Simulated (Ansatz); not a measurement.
# NH (imidogen) at UCCSD/3-21G

Aim: the electronic atomisation energy of NH (imidogen) at UCCSD/3-21G, from 3 runs. 

The calculation is run with Ansatz 0.2.0.

56 further runs of the same task are left out: 56 set aside as unsound or not needed.

### 1 The molecule

NH: 2 atoms, total charge 0, spin state triplet. SMILES: `[NH]`. Geometry: the measured bond length.

Bond lengths: N1–H2 1.036 Å.

### 2 The energy at UCCSD/3-21G

File input.yaml:

```yaml
crystal:
  periodic: [false, false, false]
  atoms:
    - symbol: "N"
      position_ang: [0.000000, 0.000000, 0.000000]
    - symbol: H
      position_ang: [0.000000, 0.000000, 1.036210]
basis:
  gaussian:
    orbitals: 3-21G.json
magnetization:
  spin_polarized: true
  initial_magnetization: 2
correlation:
  method: ccsd
  frozen_orbitals: {H: 0, "N": 1}
accuracy: high
scf:
  omitted_lower_state_checks: [cluster_reference, increment]
```

The basis set 3-21G is read from a file made from the Basis Set Exchange's data (not shown).

Command:

```console
$ ansatz run input.yaml --threads 1 --pin off --max-ram 2610MiB --events-out events.jsonl --progress --plain --runs-dir runs
```

Log (excerpt; [...] marks lines left out):

```text
Warning: RAYON_NUM_THREADS=1 ignored (pool sized by the plan → 1); use --threads N
Functional definition: HF
  name "HF"
[...]
210 factors; integrals over basis functions are off by at most 6.8e-9 eV
[...]
mean field -1487.35203820 eV, -54.6591792403 hartree, gradient 9.1e-9 eV, S^2 2.011756; 0 other end points of the search recorded, 0 dependent functions left out
1 core orbitals not correlated: weight in the atoms' cores, before any rotation towards them, 1.000 or more for the frozen orbitals, at most 0.000 for the correlated occupied ones
reference -1487.35203820 eV, -54.6591792403 hartree; 4, 2 occupied and 6, 8 virtual orbitals, 210 factors
second order -1.46767288 eV of doubles, -0.00000000 eV of singles
cycle   1  -1.68186066 eV  change   -2.1e-1 eV  update   2.8e-2
[...]
cycle  17  -1.77416235 eV  change  -1.7e-10 eV  update  3.7e-10
Total energy: -1489.12620055 eV, -54.7243785041 hartree
Checks for a lower state left out: cluster_reference, increment
```

It took 0.2 s on 1 thread of Arm Neoverse V1, shared host.

### 3 The H atom: the energy at UHF/3-21G

File run.yaml:

```yaml
crystal:
  periodic: [false, false, false]
  atoms:
    - symbol: H
      position_ang: [0.000000, 0.000000, 0.000000]
basis:
  gaussian:
    orbitals: 3-21G.json
magnetization:
  spin_polarized: true
  initial_magnetization: 1
hamiltonian:
  xc: hf
accuracy: high
```

The basis set 3-21G is read from a file made from the Basis Set Exchange's data (not shown).

Command:

```console
$ ansatz run run.yaml --threads 1 --pin off --max-ram 2610MiB --events-out events.jsonl --progress --plain --runs-dir runs
```

Log:

```text
Warning: RAYON_NUM_THREADS=1 ignored (pool sized by the plan → 1); use --threads N
[... 2 set-up lines as earlier in the session ...]
  exchange = exact_x
  correlation = 0
3 factors; integrals over basis functions are off by at most 1.3e-8 eV
mean field evaluation 1: about -13.4868 eV, gradient 1.3e0 eV
mean field evaluation 2: about -13.4868 eV, gradient 1.3e0 eV
mean field evaluation 4: about -13.5023 eV, gradient 2.1e-5 eV
mean field evaluation 8: about -13.5023 eV, gradient 1.0e-12 eV
mean field -13.50225274 eV, -0.4961986360 hartree, gradient 4.5e-8 eV, S^2 0.750000; 0 other end points of the search recorded, 0 dependent functions left out
reference -13.50225274 eV, -0.4961986360 hartree; 1, 0 occupied and 1, 2 virtual orbitals, 3 factors
Total energy: -13.50225274 eV, -0.4961986360 hartree
```

It took 0.04 s on 1 thread of Arm Neoverse V1, shared host.

### 4 The N atom

File job.yaml:

```yaml
crystal:
  periodic: [false, false, false]
  atoms:
    - symbol: N
      position_ang: [0.000000, 0.000000, 0.000000]
basis:
  gaussian:
    orbitals: 3-21G.json
accuracy: high
magnetization:
  spin_polarized: true
  initial_magnetization: 3
scf:
  omitted_lower_state_checks: [cluster_reference, increment]
correlation:
  method: ccsd
  frozen_orbitals: {"N": 1}
```

The basis set 3-21G is read from a file made from the Basis Set Exchange's data (not shown).

Run the same way, it converges to -54.13703 Eh (log not shown).

### 5 Outcome

At UCCSD/3-21G, 1 core orbital frozen:

| quantity | value |
| --- | --- |
| molecule: total energy | -54.72438 Eh |
| molecule: correlation energy (1 core orbital frozen) | -65.2 mEh |
| molecule: ⟨S²⟩ of the reference determinant | 2.012 |
| molecule: T1 diagnostic | 0.006 |
| H atom: total energy | -0.49620 Eh |
| H atom: ⟨S²⟩ | 0.750 |
| N atom: total energy | -54.13703 Eh |
| N atom: correlation energy (1 core orbital frozen) | -31.6 mEh |
| N atom: ⟨S²⟩ of the reference determinant | 3.752 |
| N atom: T1 diagnostic | 0.001 |
| electronic atomisation energy | 2.480 eV |

In words: Taking the molecule apart into free atoms costs 2.48 eV (239 kJ/mol), before zero-point energy and without spin-orbit coupling. The basis has no polarisation functions, which makes bonds too weak.
